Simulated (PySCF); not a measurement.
# BiOF: other functionals and bases at one geometry

One table from this session's results is given with a row withheld; the runs are named, their logs left out.

Program: PySCF 2.14.0. Level of theory: several levels, as the steps say, no spin–orbit coupling. These are calculated values, not measurements.

1 further run of the same task is left out (for a known fault of the program).

**The system as given**

3 atoms, charge 0, spin multiplicity 1.

Bond lengths: Bi1–O2 1.912 Å, Bi1–F3 2.044 Å. Angles: O2–Bi1–F3 101.9°.

Geometry (Å):

| atom | x (Å) | y (Å) | z (Å) |
| --- | --- | --- | --- |
| Bi1 | -0.0036 | 0.0000 | -0.4401 |
| O2 | 1.4763 | 0.0000 | 0.7710 |
| F3 | -1.5963 | 0.0000 | 0.8415 |

Formal oxidation states: Bi +3. An earlier session relaxed this geometry at PBE0, Bi def2-SVP with ECP60, O def2-SVP, F def2-SVP (singlet, point group Cs).

At PBE0 on the finer grid: E = -389.347841 Eh, HOMO -7.89 eV, LUMO -3.38 eV, Mulliken charge on Bi1 +1.04 e, largest force component 0.029 eV/Å. 

Levels to run: BP86; B3LYP; PBE0, TZVP. Hardware: 2 threads of Arm Neoverse V1, shared host.

The first run:

run.py (the lines that set the calculation)

```python
mol = gto.M(atom='''
Bi    -0.00359     0.00000    -0.44014
O      1.47625     0.00000     0.77099
F     -1.59631     0.00000     0.84150''',
    basis={'Bi': 'def2-SVP', 'O': 'def2-SVP', 'F': 'def2-SVP'},
    ecp={'Bi': 'def2-SVP'},
    charge=0, spin=0)
mf = dft.RKS(mol, xc='B88,P86')
mf.grids.atom_grid = (75, 302)
mf = mf.density_fit()  # fitting sets: Bi def2-universal-JKFIT, O def2-universal-JKFIT, F def2-universal-JKFIT
mf.conv_tol = 1e-08; mf.max_cycle = 55
mf.kernel(dm0)  # dm0: the density of the relaxed state
```

The run is started by

```console
OMP_NUM_THREADS=2 python run.py
```

Steps of the session up to this table: BP86; B3LYP; PBE0, TZVP.

One table of the session follows, with a row left open; its other results are not shown here.

```
              level  HOMO (eV)  gap (eV)  charge on Bi1 (e)  dipole (D)  largest force component (eV/Å)
PBE0 (relaxed here)      -7.89      4.51               1.04        4.95                            0.03
               BP86      -6.44      2.33               0.90        4.39                            1.09
              B3LYP      -7.60      4.03               1.00        4.81                            0.46
         PBE0, TZVP          ?         ?                  ?           ?                               ?
```

Q: Estimate the row for PBE0, TZVP from the others.

As computed: HOMO (eV): -8.13; gap (eV): 4.51; charge on Bi1 (e): 1.11; dipole (D): 5.18; largest force component (eV/Å): 1.06. In the column «HOMO (eV)» it is the lowest.

In one basis the HOMO–LUMO gap runs from 2.33 eV (BP86) to 4.51 eV (PBE0). The largest leftover force, 1.09 eV/Å with BP86, stands at a geometry relaxed at another level. Total energies of different levels can't be compared.
